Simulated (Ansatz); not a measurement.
# GeH9NSi2: basis-set convergence

The task here is to estimate one member of a computed series from the others.

Program: Ansatz 0.2.0, Gaussian basis. Level of theory: one geometry, several basis sets. These are calculated values, not measurements.

The runs, in order: PBE0-D4/def2-SVP; ωB97M-V/def2-SVP; PBE0-D4/def2-QZVPP; ωB97M-V/def2-QZVPP; the functionals' def2-TZVPP values are taken from earlier runs.

## The geometry

An earlier PBE0-D4 in a triple-zeta def2 set relaxation fixed the geometry.

SMILES `[SiH3][SiH2][NH][GeH3]`, 13 atoms, charge 0, spin multiplicity 1.

Atoms are counted from 1 here; the program's logs count them from 0.

Bond lengths: Si1–Si2 2.343 Å, Si1–H5 1.488 Å, Si1–H6 1.489 Å, Si1–H7 1.491 Å, Si2–N3 1.723 Å, Si2–H8 1.489 Å, Si2–H9 1.496 Å, N3–Ge4 1.841 Å, N3–H10 1.009 Å, Ge4–H11 1.543 Å, Ge4–H12 1.538 Å, Ge4–H13 1.534 Å. Angles: Si2–Si1–H5 111.1°, Si2–Si1–H6 111.0°, Si2–Si1–H7 109.7°, H5–Si1–H6 108.8°, H5–Si1–H7 108.0°, H6–Si1–H7 108.1°, Si1–Si2–N3 110.1°, Si1–Si2–H8 110.6°, Si1–Si2–H9 108.2°, N3–Si2–H8 107.1°, N3–Si2–H9 114.2°, H8–Si2–H9 106.6°, Si2–N3–Ge4 126.9°, Si2–N3–H10 116.9°, Ge4–N3–H10 114.2°, N3–Ge4–H11 111.8°, N3–Ge4–H12 108.1°, N3–Ge4–H13 106.6° and more.

The first run:

File in.yaml:

```yaml
crystal:
  periodic: [false, false, false]
  atoms:
    - {symbol: Si, position_ang: [-0.385777, 2.535775, -0.213699]}
    - {symbol: Si, position_ang: [-0.895233, 0.258822, -0.000569]}
    - {symbol: N, position_ang: [0.498687, -0.695113, -0.341372]}
    - {symbol: Ge, position_ang: [0.905137, -2.348022, 0.359997]}
    - {symbol: H, position_ang: [0.595387, 2.964237, 0.819977]}
    - {symbol: H, position_ang: [-1.611967, 3.370968, -0.085515]}
    - {symbol: H, position_ang: [0.213688, 2.794156, -1.554369]}
    - {symbol: H, position_ang: [-1.310831, -0.056755, 1.394073]}
    - {symbol: H, position_ang: [-2.071091, -0.040851, -0.875840]}
    - {symbol: H, position_ang: [1.027736, -0.453520, -1.166255]}
    - {symbol: H, position_ang: [0.289272, -3.491197, -0.473087]}
    - {symbol: H, position_ang: [2.435401, -2.498975, 0.369326]}
    - {symbol: H, position_ang: [0.329995, -2.374325, 1.782035]}
basis:
  gaussian: {orbitals: def2-SVP}
hamiltonian: {xc: pbe0, dispersion: d4}
output: {orbitals: {seedname: orbitals}}
```

Among the steps run: PBE0-D4 in def2-SVP; ωB97M-V in def2-SVP; PBE0-D4 in def2-QZVPP; ωB97M-V in def2-QZVPP.

One of the session's tables, all rows but one given; the rest of the session is left out.

It belongs to the step «Density functionals: the series». 

```
functional       basis  HOMO (eV)  LUMO (eV)
   PBE0-D4    def2-SVP          ?          ?
   PBE0-D4  def2-TZVPP      -7.15      -0.37
   PBE0-D4  def2-QZVPP      -7.17      -0.49
   ωB97M-V    def2-SVP      -9.21       1.78
   ωB97M-V  def2-TZVPP      -9.33       1.32
   ωB97M-V  def2-QZVPP      -9.34       1.05
```

Estimate the missing values for PBE0-D4, def2-SVP.

**Answer.** HOMO (eV): -7.06; LUMO (eV): -0.06. In the column «HOMO (eV)» it is the highest.
